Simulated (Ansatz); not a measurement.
**Zn5CdSe6: one candidate of a structure search**

The task: take a trial cell of Zn5CdSe6 to zero force and stress.

Program: Ansatz 0.2.0. Level of theory: DFT PBE, scalar-relativistic, plane waves, PAW. These are calculated values, not measurements.

## (1) Starting point

Symmetry: P-4m2, No. 115, tetragonal system. The conventional cell has a = 4.097 Å, b = 4.097 Å, c = 17.517 Å, α = 90.00°, β = 90.00°, γ = 90.00°. Zn (site symmetry 2mm) is surrounded by 4 Se at 2.49 Å. Zn (site symmetry -4m2) is surrounded by 4 Se at 2.49 Å. Zn (site symmetry 2mm) has 4 Se at 2.48 to 2.49 Å in its first shell of neighbours. Cd (site symmetry -4m2) is surrounded by 4 Se at 2.65 Å. Around Se (site symmetry 2mm) lie 4 Zn at 2.49 Å. Around Se (site symmetry 2mm) lie 2 Zn at 2.48 Å and 2 Cd at 2.65 Å.

Coordinates:

```xyz
12
Lattice="4.0973 0.0000 0.0000 0.0000 4.0973 0.0000 0.0000 0.0000 17.5168" Properties=species:S:1:pos:R:3 pbc="T T T"
Zn    0.0000    0.0000   14.6853
Zn    2.0487    2.0487    0.0000
Zn    0.0000    0.0000    2.8316
Zn    2.0487    2.0487    5.6649
Zn    2.0487    2.0487   11.8520
Cd    0.0000    0.0000    8.7584
Se    2.0487    0.0000   16.1012
Se    0.0000    2.0487    1.4157
Se    2.0487    0.0000    4.2474
Se    0.0000    2.0487    7.0707
Se    2.0487    0.0000   10.4461
Se    0.0000    2.0487   13.2694
```

The start is the relaxed end of an invented cell (made as: elements ordered on the sites of the ZnSe type, Zn/Cd on Zn (P-4m2, No. 115)), taken up again for a closer look.

## (2) The guess as it stands, on a coarse mesh

input.yaml reads:

```yaml
crystal:
  lattice:
    - [4.0973309, 0.0, 0.0]
    - [0.0, 4.0973309, 0.0]
    - [0.0, 0.0, 17.5168485]
  atoms:
    - { symbol: Zn, position: [0.0, 0.0, 0.838351] }
    - { symbol: Zn, position: [0.5, 0.5, 0.0] }
    - { symbol: Zn, position: [0.0, 0.0, 0.161649] }
    - { symbol: Zn, position: [0.5, 0.5, 0.323395] }
    - { symbol: Zn, position: [0.5, 0.5, 0.676605] }
    - { symbol: Cd, position: [0.0, 0.0, 0.5] }
    - { symbol: Se, position: [0.5, 0.0, 0.919183] }
    - { symbol: Se, position: [0.0, 0.5, 0.080817] }
    - { symbol: Se, position: [0.5, 0.0, 0.242476] }
    - { symbol: Se, position: [0.0, 0.5, 0.403652] }
    - { symbol: Se, position: [0.5, 0.0, 0.596348] }
    - { symbol: Se, position: [0.0, 0.5, 0.757524] }
basis:
  ecutwfc: 420
kpoints:
  mp_grid: { grid: [4, 4, 1] }
hamiltonian:
  xc: pbe
scf:
  occupations: { method: gaussian, width: 0.1 }
  lower_state_search: "off"
output:
  forces: true
  stress: true
  eigenvalues: true
```

Run with:

```console
ansatz run input.yaml --threads 4 --pin off --max-ram 8192MiB --backend cpu --events-out ev --progress --plain --runs-dir out
```

The program printed, cut to the lines that bear on the results:

```text
Warning: RAYON_NUM_THREADS=4 ignored (pool sized by the plan → 4); use --threads N
[...]
Pseudopotentials: kind: paw
Pseudopotential: Zn, paw, valence charge 12, recommended cutoff 420 eV (normal), Zn.paw.azcp
Pseudopotential: Cd, paw, valence charge 20, recommended cutoff 420 eV (normal), Cd.paw.azcp
Pseudopotential: Se, paw, valence charge 16, recommended cutoff 420 eV (normal), Se.paw.azcp
Functional definition: PBE
[...]
Crystal: 12 atoms, lattice volume = 294.075 Å³
Basis set: ecut = 420 eV, 5731 PW (Γ), exchange–correlation on 60×60×240 points (8 copies of the dense FFT grid, shifted against one another)
Bands: 106, of which v1, the nominal top of the filled ones, is band 88 counted from 1 (87 counted from 0)
Symmetry: 8 space group operations
Space group: P-4m2 (ITA 115), of the structure as read, at distance tolerance 6.6e-5 Å
k-points: 6 of 16
[...]
SCF iter   1: F=—  HF=-57672.262240 eV  |F-HF|=—  |Δ(HF+E_count)|=         —  Δρ=6.35e-4  dr2=1.29e-3  ethr=1.77e-3  ⟨swp⟩=6.7  Hψ=2251  notcnv=0  defer=3
[...]
SCF iter   7: F=-57672.265788 eV  HF=-57672.265788 eV  |F-HF|=4.53e-8  |Δ(HF+E_count)|=   5.29e-7  Δρ=4.85e-6  dr2=7.04e-8  ethr=5.68e-11  ⟨swp⟩=6.3  Hψ=2824  notcnv=0
[...]
SCF converged after 7 iterations
Free energy (F): -57672.265788 eV
[...]
E sigma→0 (E₀):  -57672.265788 eV
Fermi energy:    6.954309 eV
[...]
--- Forces (eV/Å), atoms counted from 1 ---
  atom   1  Zn     0.00000000     0.00000000    -0.00137091
  atom   2  Zn     0.00000000     0.00000000     0.00000000
  atom   3  Zn     0.00000000     0.00000000     0.00137091
  atom   4  Zn     0.00000000     0.00000000    -0.00065071
  atom   5  Zn     0.00000000     0.00000000     0.00065071
  atom   6  Cd    -0.00000000     0.00000000     0.00000000
  atom   7  Se     0.00000000     0.00000000     0.00072866
  atom   8  Se    -0.00000000     0.00000000    -0.00072866
[...]
--- Stress (GPa, compression-positive) ---
        0.178279       0.000000      -0.000000
        0.000000       0.178279       0.000000
       -0.000000       0.000000      -0.147800
  P = ⅓ Tr σ = 0.0696 GPa (0.696 kbar)
--- Band table (eV; the first three rows and the last of 6) ---
[...]
```

Run time: 2.3 s. Hardware: 4 threads of Intel Xeon 6975P-C (Granite Rapids), shared host; peak memory 0.9 GiB.

The probe gives pressure 0.1 GPa, largest force 0.01 eV/Å, gap on this mesh 0.96 eV. The coarse relaxation is skipped.

## (3) Full relaxation

input.yaml, as its differences from that of step 2:

```diff
@@ -21,3 +21,3 @@
 kpoints:
-  mp_grid: { grid: [4, 4, 1] }
+  mp_grid: { grid: [8, 8, 2] }
 hamiltonian:
@@ -25,4 +25,3 @@
 scf:
-  occupations: { method: gaussian, width: 0.1 }
-  lower_state_search: "off"
+  occupations: { method: gaussian, width: 0.02 }
 output:
@@ -31 +30,6 @@
   eigenvalues: true
+relax:
+  adjacent_minimum: "off"
+  f_tol: 0.01
+  max_steps: 80
+  cell: { stress_tol: 0.05 }
```

Run with:

```console
ansatz run input.yaml --threads 4 --pin off --max-ram 8192MiB --backend cpu --events-out ev --progress --plain --runs-dir out
```

The program printed, cut to the lines that bear on the results:

```text
Warning: RAYON_NUM_THREADS=4 ignored (pool sized by the plan → 4); use --threads N
[...]
Pseudopotentials: kind: paw
Pseudopotential: Zn, paw, valence charge 12, recommended cutoff 420 eV (normal), Zn.paw.azcp
Pseudopotential: Cd, paw, valence charge 20, recommended cutoff 420 eV (normal), Cd.paw.azcp
Pseudopotential: Se, paw, valence charge 16, recommended cutoff 420 eV (normal), Se.paw.azcp
Functional definition: PBE
[...]
Crystal: 12 atoms, lattice volume = 294.075 Å³
Basis set: ecut = 420 eV, 5731 PW (Γ), exchange–correlation on 60×60×240 points (8 copies of the dense FFT grid, shifted against one another)
Bands: 106, of which v1, the nominal top of the filled ones, is band 88 counted from 1 (87 counted from 0)
Symmetry: 8 space group operations
Space group: P-4m2 (ITA 115), of the structure as read, at distance tolerance 6.6e-5 Å
k-points: 30 of 128
[...]
  P = ⅓ Tr σ = -0.0051 GPa (-0.051 kbar)
--- Band table (eV; the first three rows and the last of 30) ---
[...]
--- Relaxed structure (1 steps of the walk, 1 accepted, 1 SCFs on fresh bases) ---
  F+E_penalty+E_count = -57672.39542568 eV   max|allowed force component| = 1.917e-3 eV/Å   (the final SCF, on the basis selected at the relaxed cell)
  cell:  # Å, volume = 294.0750 Å³
    - [4.0973309, 0.0, 0.0]
    - [0.0, 4.0973309, 0.0]
    - [0.0, 0.0, 17.5168485]
  atoms:
    - { symbol: Zn, position: [0.0, 0.0, 0.838351] }
    - { symbol: Zn, position: [0.5, 0.5, 0.0] }
    - { symbol: Zn, position: [0.0, 0.0, 0.161649] }
    - { symbol: Zn, position: [0.5, 0.5, 0.323395] }
    - { symbol: Zn, position: [0.5, 0.5, 0.676605] }
    - { symbol: Cd, position: [0.0, 0.0, 0.5] }
    - { symbol: Se, position: [0.5, 0.0, 0.9191830000000001] }
    - { symbol: Se, position: [0.0, 0.5, 0.080817] }
    - { symbol: Se, position: [0.5, 0.0, 0.24247599999999997] }
    - { symbol: Se, position: [0.0, 0.5, 0.40365199999999996] }
    - { symbol: Se, position: [0.5, 0.0, 0.596348] }
    - { symbol: Se, position: [0.0, 0.5, 0.757524] }
```

Run time: 27 s. Hardware: 4 threads of Intel Xeon 6975P-C (Granite Rapids), shared host; peak memory 1.3 GiB.

Relaxation path:

```
step  energy from step 1 (eV/cell)  largest force component (eV/Å)  pressure (GPa)  volume (Å³)
   1                        0.0000                          0.0019           -0.01       294.07
   2                        0.0000                          0.0019           -0.01       294.07
```

Step 1 is the start. Step 2 repeats the geometry before it on a plane-wave basis chosen anew for that cell, so its energy need not be comparable with the rows above.

|  | before | after | change |
| --- | --- | --- | --- |
| a (Å) | 4.097 | 4.097 | 0.0 % |
| b (Å) | 4.097 | 4.097 | 0.0 % |
| c (Å) | 17.517 | 17.517 | 0.0 % |
| volume (Å³/atom) | 24.51 | 24.51 | 0.0 % |
| shortest distance (Å) | 2.485 | 2.485 | 0.0 % |
| space group (0.01 Å) | P-4m2 | P-4m2 | same |

Forces and stress were held to the start's 8 operations: a distortion of lower symmetry was not tested.

## (4) What came out

```
                              quantity                                                                       value
symmetry at the end (tolerance 0.02 Å)                                                 space group P-4m2 (No. 115)
                     conventional cell  a = 4.097 Å, b = 4.097 Å, c = 17.517 Å, α = 90.00°, β = 90.00°, γ = 90.00°
                                volume                                                               24.51 Å³/atom
              energy over the elements                                                               -0.69 eV/atom
                       gap on the mesh                                                                     0.96 eV
```

**Reading.** The space group P-4m2 (No. 115) is kept, at nearly the size of the first guess. A negative formation energy is needed for stability but isn't enough; other structures and compounds were not set against it here. No finished test with a distortion of lower symmetry is shown, so the end may be a saddle point.
